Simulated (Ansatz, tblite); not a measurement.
# The cluster Al3S3+: a ladder of methods and basis sets

An exercise on one series of results from a longer session: the logs are not shown, and one member is left open.

The runs use Ansatz 0.2.0, Gaussian basis; as each input shows.

Plan: GFN1-xTB, GFN2-xTB, PBE-D4/def2-TZVP, r2SCAN-D4/def2-TZVP, ωB97M-V/def2-TZVP, PBE-QIDH/def2-TZVP, B2PLYP/def2-TZVP, PBE-D4/def2-SVP, PBE0-D4/def2-SVP, HF/6-31G, B3LYP-D4/6-31G, CCSD(T)/def2-TZVPP, MP2/def2-TZVP, RPA/def2-TZVP.

3 further runs of the same task are left out: 3 set aside as unsound or not needed.

### The geometry

The singlet was relaxed beforehand with r2SCAN-D4/def2-SVP. At that level it is the lowest of the isomers that a small search found.

6 atoms, charge 1, spin multiplicity 1.

Bond lengths: Al1–S4 2.153 Å, Al1–S5 2.153 Å, Al1–S6 2.358 Å, Al2–S5 2.220 Å, Al2–S6 2.359 Å, Al3–S4 2.220 Å, Al3–S6 2.360 Å. Angles: S4–Al1–S5 147.1°, S4–Al1–S6 106.4°, S5–Al1–S6 106.4°, S5–Al2–S6 104.2°, S4–Al3–S6 104.2°, Al1–S4–Al3 78.0°, Al1–S5–Al2 78.0°, Al1–S6–Al2 71.4°, Al1–S6–Al3 71.4°, Al2–S6–Al3 142.7°.

Coordinates:

```csv
atom,x (Å),y (Å),z (Å)
Al1,-0.3173,-0.6512,-0.0163
Al2,2.3949,-0.1881,-0.0144
Al3,-1.6249,1.7690,0.0541
S4,-2.4401,-0.2950,-0.0007
S5,1.2721,-2.1023,-0.0601
S6,0.7153,1.4677,0.0373
```

The ion is computed in the gas phase, without counter-ions or solvent.

PBE0-D4/def2-TZVP was run before; its log isn't repeated, and its numbers join the tables.

Set-up of the first run:

Tight binding, by tblite at 300 K electronic temperature and without a spin-polarisation term:

```python
tblite.interface.Calculator('GFN1-xTB', numbers, positions, charge=1, uhf=0).singlepoint()
```

Tight binding, by tblite at 300 K electronic temperature and without a spin-polarisation term:

```python
tblite.interface.Calculator('GFN2-xTB', numbers, positions, charge=1, uhf=0).singlepoint()
```

start.molden holds the orbitals of an earlier run on this state, given as this run's starting guess.

File in.yaml:

```yaml
crystal:
  periodic: [false, false, false]
  atoms:
    - {symbol: Al, position_ang: [-0.317283, -0.651194, -0.016259]}
    - {symbol: Al, position_ang: [2.394901, -0.188124, -0.014393]}
    - {symbol: Al, position_ang: [-1.624893, 1.768972, 0.054149]}
    - {symbol: S, position_ang: [-2.440094, -0.294957, -0.000696]}
    - {symbol: S, position_ang: [1.272094, -2.102338, -0.060131]}
    - {symbol: S, position_ang: [0.715274, 1.467651, 0.037330]}
basis:
  gaussian: {orbitals: def2-TZVP, initial_orbitals: start.molden}
total_charge: 1
hamiltonian: {xc: pbe, dispersion: d4}
scf: {omitted_lower_state_checks: [starts]}
output: {forces: true, orbitals: {seedname: orbitals}}
```

Run with:

```sh
$ ansatz run in.yaml --threads 4 --pin off --events-out ev --progress --plain --max-ram 8704MiB
```

Steps of the session up to this table: PBE-D4/def2-TZVP; r2SCAN-D4/def2-TZVP; ωB97M-V/def2-TZVP; PBE-QIDH/def2-TZVP; B2PLYP/def2-TZVP; PBE-D4/def2-SVP; PBE0-D4/def2-SVP; HF/6-31G; B3LYP-D4/6-31G; CCSD(T)/def2-TZVPP; MP2/def2-TZVP; RPA/def2-TZVP.

One table of the session follows, with a row left open; its other results are not shown here.

| level | HOMO (eV) | LUMO (eV) | gap (eV) |
| --- | --- | --- | --- |
| HF/6-31G | -11.84 | -7.00 | 4.84 |
| PBE-D4/def2-SVP | -10.12 | -9.21 | 0.91 |
| PBE-D4/def2-TZVP | -10.05 | -9.13 | 0.92 |
| r2SCAN-D4/def2-TZVP | -10.12 | -9.16 | 0.96 |
| B3LYP-D4/6-31G | -10.85 | -9.15 | 1.69 |
| PBE0-D4/def2-SVP | -10.68 | -8.84 | 1.84 |
| PBE0-D4/def2-TZVP | ? | ? | ? |
| ωB97M-V/def2-TZVP | -11.92 | -7.38 | 4.54 |

Estimate the missing values for PBE0-D4/def2-TZVP.

**Answer.** HOMO (eV): -10.60; LUMO (eV): -8.74; gap (eV): 1.86. In the column «HOMO (eV)» it lies between PBE0-D4/def2-SVP (-10.68) and PBE-D4/def2-SVP (-10.12).
